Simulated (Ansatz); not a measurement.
# C2H10OSi: the cost of one run

All numbers below are computed with Ansatz 0.2.0 (RKS B3LYP-D4/def2-SVP).

## Step 1: The structure to begin with

Bond lengths: Si1–C2 2.171 Å, Si1–O3 1.637 Å, O3–C4 1.395 Å, Si1–H5 1.439 Å, Si1–H6 1.451 Å, C2–H9 1.090 Å, C2–H10 1.090 Å, C2–H11 1.094 Å, C4–H12 1.094 Å, C4–H13 1.092 Å, C4–H14 1.094 Å. Angles (14 of 19 angles, heavy atoms first): C2–Si1–O3 108.8°, Si1–O3–C4 132.7°, Si1–C2–H9 118.5°, Si1–C2–H10 116.6°, Si1–C2–H11 99.6°, C2–Si1–H5 107.2°, C2–Si1–H6 102.0°, O3–Si1–H5 92.2°, O3–Si1–H6 104.1°, O3–C4–H12 109.9°, O3–C4–H13 108.7°, O3–C4–H14 111.4°, H9–C2–H10 110.7°, H9–C2–H11 104.4°.

Coordinates:

```xyz
14

Si    0.0127    0.8526    0.3615
C     1.1670   -0.8834    0.9657
O    -0.3836    0.6996   -1.2191
C    -1.3559   -0.0478   -1.8832
H     0.9491    1.9087    0.0805
H    -1.2397    0.6421    1.0629
H     0.9652    0.2197    1.8146
H     0.6407    1.0941    2.1172
H     0.7767   -1.5147    1.7643
H     2.2417   -0.7402    1.0791
H     1.0660   -1.4925    0.0625
H    -0.9250   -0.9884   -2.2388
H    -1.7145    0.5261   -2.7408
H    -2.2006   -0.2757   -1.2267
```

## Step 2: A restrained relaxation towards end A

Springs on the bonds that form and break draw the guess towards this end; the thresholds are loose.

input.yaml reads:

```yaml
crystal:
  periodic: [false, false, false]
  atoms:
    - { symbol: Si, position_ang: [0.0127, 0.8526, 0.3615] }
    - { symbol: C, position_ang: [1.167, -0.8834, 0.9657] }
    - { symbol: O, position_ang: [-0.3836, 0.6996, -1.2191] }
    - { symbol: C, position_ang: [-1.3559, -0.0478, -1.8832] }
    - { symbol: H, position_ang: [0.9491, 1.9087, 0.0805] }
    - { symbol: H, position_ang: [-1.2397, 0.6421, 1.0629] }
    - { symbol: H, position_ang: [0.9652, 0.2197, 1.8146] }
    - { symbol: H, position_ang: [0.6407, 1.0941, 2.1172] }
    - { symbol: H, position_ang: [0.7767, -1.5147, 1.7643] }
    - { symbol: H, position_ang: [2.2417, -0.7402, 1.0791] }
    - { symbol: H, position_ang: [1.066, -1.4925, 0.0625] }
    - { symbol: H, position_ang: [-0.925, -0.9884, -2.2388] }
    - { symbol: H, position_ang: [-1.7145, 0.5261, -2.7408] }
    - { symbol: H, position_ang: [-2.2006, -0.2757, -1.2267] }
basis:
  gaussian: { orbitals: def2-SVP }
hamiltonian:
  xc: b3lyp
  dispersion: d4
relax:
  f_tol: 0.15
  max_steps: 25
  restrain:
    - { distance: [0, 7], at: 2.72, k: 30.0 }
    - { distance: [6, 1], at: 2.37, k: 30.0 }
    - { distance: [0, 1], at: 1.87, k: 30.0 }
    - { distance: [6, 7], at: 0.62, k: 30.0 }
```

Launch:

```sh
$ ansatz run input.yaml --threads 2 --pin off --max-ram 3072MiB --backend cpu --events-out ev --progress --plain --runs-dir out
```

Q: Estimate wall time and peak memory on 2 threads of Arm Neoverse V1, shared host.

About 43 s, with a peak of 0.23 GiB.
